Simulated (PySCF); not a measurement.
**RuH+: from the state search to spectroscopic constants**

An exercise on one series of results from a longer session: the logs are not shown, and one member is left open.

Computed with PySCF 2.14.0. Level: H def2-TZVPPD, Ru def2-TZVPPD with ECP28, scalar-relativistic core potentials.

Set-up of the first run:

Settings of the job:

```json
{"atoms": "H, Ru", "charge": "1", "basis": "H def2-TZVPPD, Ru def2-TZVPPD with ECP28", "Hamiltonian": "scalar-relativistic core potentials", "basis functions": "73", "electrons treated": "16", "masses in u": "1.0078, 101.9043", "levels": "PBE0, PBE, r²SCAN, M06-2X, MN15, M06-L, B2PLYP, r²SCAN0, LC-ωPBE, HF, MP2, SCS-MP2, CCSD, CCSD(T)", "grid": "80 radial by 434 angular points", "occupations": "held fixed by the projection of orbital angular momentum", "dissociation limit": "H + Ru+, each in its ground configuration", "starting distance in angstrom": "1.615", "values of 2S to try": "0, 2, 4, 6"}
```

Command:

```console
> OMP_NUM_THREADS=1 python dia.py task.json out
```

Steps of the session up to this table: The job; The PBE0 curve of the state that the search chose; Higher solutions at PBE0; PBE; r²SCAN (meta-GGA); M06-2X (hybrid meta-GGA); MN15; M06-L; B2PLYP; r²SCAN0; LC-ωPBE (range-separated hybrid); UHF (mean field); Correlated methods on the Hartree–Fock reference.

One of the session's tables, all rows but one given; the rest of the session is left out.

It belongs to the step «The curves together». Energy (eV) from each level's lowest point:

```
R (Å)    UHF  UHF-MP2  UHF-SCS-MP2  UHF-CCSD  UHF-CCSD(T)
1.373  0.689    0.378        0.416       n/a          n/a
1.437  0.366    0.142        0.164     0.234        0.236
1.501      ?        ?            ?         ?            ?
1.549  0.067    0.000        0.000     0.016        0.017
1.597  0.016    0.017        0.009     0.000        0.000
1.645  0.000    0.069        0.055     0.019        0.017
1.709  0.023    0.183        0.164     0.087        0.083
1.789  0.103    0.380        0.362     0.227        0.217
1.885  0.244    0.673        0.672     0.450        0.432
2.012  0.451    1.091        1.129       n/a          n/a
```

Q: Estimate the row for R (Å) = 1.501 from the others.

Worked estimate for «UHF». A straight line through the neighbours (1.437, 0.366) and (1.549, 0.067) gives 0.366 + (0.067 − 0.366) × (1.501 − 1.437) / (1.549 − 1.437) = 0.195; a parabola fitted to 4 rows on both sides gives 0.156.

**Answer.** UHF: 0.160; UHF-MP2: 0.025; UHF-SCS-MP2: 0.034; UHF-CCSD: 0.075; UHF-CCSD(T): 0.076. In «UHF» the line misses by +0.035 and the parabola by -0.004.
